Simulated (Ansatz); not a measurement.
A nudged elastic band was laid between two geometries of a periodic cell of 17 atoms, Nb16H (host Nb, host structure bcc, interstitial H).

Method: DFT PBE, scalar-relativistic, plane waves, PAW in Ansatz. Settings: cutoff 420 eV, k mesh 3x3x3, gaussian smearing 0.15 eV, no spin polarisation.

| Quantity | Value |
| --- | --- |
| movable images | 7 |
| climbing image | yes |
| spring | 10.0 eV/Å² |
| optimiser | quadratic models (default) |
| start path | IDPP |
| force threshold | 0.03 eV/Å |
| iteration limit | 73 |
| end points | relaxed |

First end point:

```xyz
17
Lattice="6.6000 0.0000 0.0000 0.0000 6.6000 0.0000 0.0000 0.0000 6.6000" Properties=species:S:1:pos:R:3
Nb -0.009 -0.003 -0.003
Nb 3.287 -0.003 -0.004
Nb 0.039 3.297 0.042
Nb -0.009 -0.003 3.298
Nb 1.667 1.649 1.648
Nb 3.302 3.297 0.004
Nb 3.287 -0.003 3.300
Nb 4.963 1.648 1.648
Nb 0.039 3.297 3.253
Nb 1.667 4.946 1.648
Nb 1.652 1.640 4.948
Nb 3.302 3.297 3.292
Nb 4.963 4.946 1.648
Nb 4.915 1.603 4.948
Nb 1.652 4.954 4.948
Nb 4.916 4.991 4.948
H 5.778 3.297 4.947
```

Last end point:

Only the atoms that move by more than 0.05 Å are listed.
```
Nb3 0.003 3.262 0.043
Nb9 0.003 3.262 3.254
Nb14 4.946 1.648 4.949
Nb15 1.697 4.985 4.949
H17 6.604 4.123 4.948
```

**Question.** Which bonds break or form, and what moves?

**Answer.** Contacts lost: Nb14–H17. Contacts made: Nb15–H17. The atom that moves furthest is H17, by 1.17 Å; four of its nearest neighbours are Nb9 1.90, Nb14 1.90, Nb16 1.90, Nb3 1.90 Å at the first end and Nb9 1.90, Nb15 1.90, Nb3 1.90, Nb16 1.90 Å at the last.

**Question.** What energy profile does the band end with?

**Answer.** The run converged. The highest image is number 4 of 0 to 8, 0.191 eV above the ends, which have the same energy within 2 meV. By the program's own check the climbing image is of a kind that is not told: the force calls were inconclusive, a negative curvature could not be distinguished from the path's own, the only one lies far off the path, or fixed occupations may fill a level only in part (lowest curvatures found: -2.63 and 4.32 eV/Å²). Limits of this set-up: coarse k mesh, odd electron count without spin, a small cell, in which the defect meets its images.

```
image  path coordinate (Å)  energy (eV)  Nb14–H17 (Å)  Nb15–H17 (Å)
    0                 0.00        0.000          1.90          2.98
    1                 0.15        0.028          1.98          2.84
    2                 0.29        0.097          2.10          2.69
    3                 0.44        0.164          2.24          2.54
    4                 0.59        0.191          2.39          2.39
    5                 0.73        0.164          2.54          2.24
    6                 0.88        0.097          2.69          2.10
    7                 1.03        0.028          2.84          1.98
    8                 1.17        0.000          2.98          1.90
```

**Question.** What is the geometry of the highest image?

**Answer.** 
```xyz
17
Lattice="6.6000 0.0000 0.0000 0.0000 6.6000 0.0000 0.0000 0.0000 6.6000" Properties=species:S:1:pos:R:3
Nb -0.007 -0.005 -0.001
Nb 3.288 0.012 -0.013
Nb 0.031 3.269 0.081
Nb -0.007 -0.005 3.298
Nb 1.676 1.624 1.648
Nb 3.305 3.308 -0.001
Nb 3.288 0.012 3.309
Nb 4.965 1.645 1.648
Nb 0.031 3.269 3.215
Nb 1.655 4.935 1.648
Nb 1.661 1.640 4.948
Nb 3.305 3.308 3.298
Nb 4.948 4.953 1.648
Nb 4.950 1.662 4.948
Nb 1.638 4.950 4.948
Nb 4.894 5.006 4.948
H 6.212 3.688 4.948
```

The band took 6 iterations and roughly 28 core-minutes.

The run took 7.6 min on 4 threads of Intel(R) Xeon(R) 6975P-C (Granite Rapids), on a shared host, peak memory 3.7 GiB.
